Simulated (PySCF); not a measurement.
# C5H15N3Sn (Sn(vinyl)(NHMe)3): the cost of one run

The runs use PySCF 2.14.0, with density-fitted response routines of our own; the level of theory stands in each step. All values are computed, except where a source is named. Atoms are numbered from 0 throughout.

## (1) The starting structure

24 atoms, charge 0, multiplicity 1; geometry from: GFN2-xTB. The atoms were then displaced at random by about 0.03 Å, so the start is not that level's minimum.

Bonds of the start (Å): Sn0–C1 2.14, Sn0–N6 2.07, Sn0–N12 2.22, Sn0–N18 2.11, C1–C2 1.29, C1–H3 1.00, C2–H4 1.10, C2–H5 1.10, N6–C7 1.44, N6–H8 0.96, C7–H9 1.03, C7–H10 1.14, C7–H11 1.09, N12–C13 1.42, N12–H14 1.00, C13–H15 1.05, C13–H16 1.04, C13–H17 1.10, N18–C19 1.44, N18–H20 0.97, C19–H21 1.09, C19–H22 1.12, C19–H23 1.16.

## (2) Geometry optimisation at PBE0-D3(BJ)/def2-SVP

What the job is given:

```
{"job": {"xc": "PBE0", "basis": "def2-SVP", "d3": "d3bj", "grid": 1, "maxiter": 40, "shake": 0.03, "kind": "geom"}, "charge": 0, "multiplicity": 1}
Sn     0.110320    -0.012950     0.144810
C     -0.077370    -0.047190     2.280970
C      0.575540     0.749180     3.054160
H     -0.641500    -0.761020     2.685590
H      1.308620     1.474670     2.660940
H      0.540590     0.710400     4.149530
N      2.071220     0.297290    -0.430670
C      3.057510    -0.714210    -0.156050
H      2.127370     0.590760    -1.346140
H      4.005050    -0.322840    -0.230160
H      2.870700    -1.054500     0.920320
H      2.947770    -1.612910    -0.760850
N     -0.867460     1.863880    -0.533540
C     -2.268840     2.013540    -0.391960
H     -0.495260     2.049730    -1.440090
H     -2.790340     1.428750    -1.089220
H     -2.533680     1.793240     0.589870
H     -2.485820     3.069920    -0.585880
N     -1.146820    -1.579290    -0.517390
C     -1.399140    -1.809670    -1.918540
H     -0.909270    -2.411700    -0.088840
H     -2.121270    -2.604380    -2.077870
H     -1.581900    -0.875650    -2.510410
H     -0.453720    -2.235560    -2.448610
```

Launch:

```sh
> OMP_NUM_THREADS=1 python probes_run.py task.json out
```

The driver reads the jobs from task.json and runs them one after another.

Q: Estimate the wall time and peak memory of this first job on 1 thread of Arm Neoverse V1, shared host.

About 18 min, with a peak of 1 GiB.
